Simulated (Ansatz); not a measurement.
# AlBrH5P: the cost of one run

Program: Ansatz 0.2.0, Gaussian basis. Level of theory: SPW92/cc-pVDZ. These are calculated values, not measurements.

## (1) Where the work starts

The start, a first-order saddle point found at PBE0-D4 in triple zeta: 8 atoms, charge 0, spin multiplicity 1.

Atoms are counted from 1 here; the program's logs count them from 0.

Bond lengths: Al1–Br2 2.718 Å, Al1–H3 1.580 Å, Al1–H4 1.580 Å, Al1–P6 2.377 Å, Br2–H5 1.506 Å, P6–H7 1.418 Å, P6–H8 1.419 Å. Angles: Br2–Al1–H3 100.7°, Br2–Al1–H4 100.7°, Br2–Al1–P6 92.7°, H3–Al1–H4 125.9°, H3–Al1–P6 113.9°, H4–Al1–P6 114.0°, Al1–Br2–H5 54.9°, Al1–P6–H7 102.7°, Al1–P6–H8 102.4°, H7–P6–H8 96.1°.

As a file:

```xyz
8
charge 0, multiplicity 1
Al   -0.9003   -0.6376   -0.4218
Br    1.1059    0.4096   -1.9272
H    -0.6353   -2.1836   -0.6130
H    -2.1388    0.1670   -0.9836
H     0.9759    0.5584   -0.4347
P    -0.0028    0.2499    1.5928
H     0.2439    1.6048    1.2532
H     1.3517   -0.1683    1.5344
```

## (2) The run

Contents of md/in.yaml:

```yaml
crystal:
  periodic: [false, false, false]
  atoms:
    - {symbol: Al, position_ang: [-0.900349, -0.637609, -0.421832]}
    - {symbol: Br, position_ang: [1.105853, 0.409559, -1.927211]}
    - {symbol: H, position_ang: [-0.635268, -2.183640, -0.613017]}
    - {symbol: H, position_ang: [-2.138829, 0.166995, -0.983572]}
    - {symbol: H, position_ang: [0.975890, 0.558388, -0.434705]}
    - {symbol: P, position_ang: [-0.002771, 0.249906, 1.592803]}
    - {symbol: H, position_ang: [0.243920, 1.604844, 1.253219]}
    - {symbol: H, position_ang: [1.351652, -0.168344, 1.534414]}
basis:
  gaussian: {orbitals: cc-pVDZ}
hamiltonian: {xc: lda}
md: {n_steps: 40, timestep: 0.5, temperature: 300, ensemble: nve, seed: 440, initial_velocities: maxwell_boltzmann}
```

On the command line:

```
> ansatz run in.yaml --threads 4 --pin off --events-out ev --progress --plain --max-ram 9574MiB
```

**Question.** How long does this run take on 4 threads of Intel Xeon at 2.50GHz, shared host?

About 56 s.
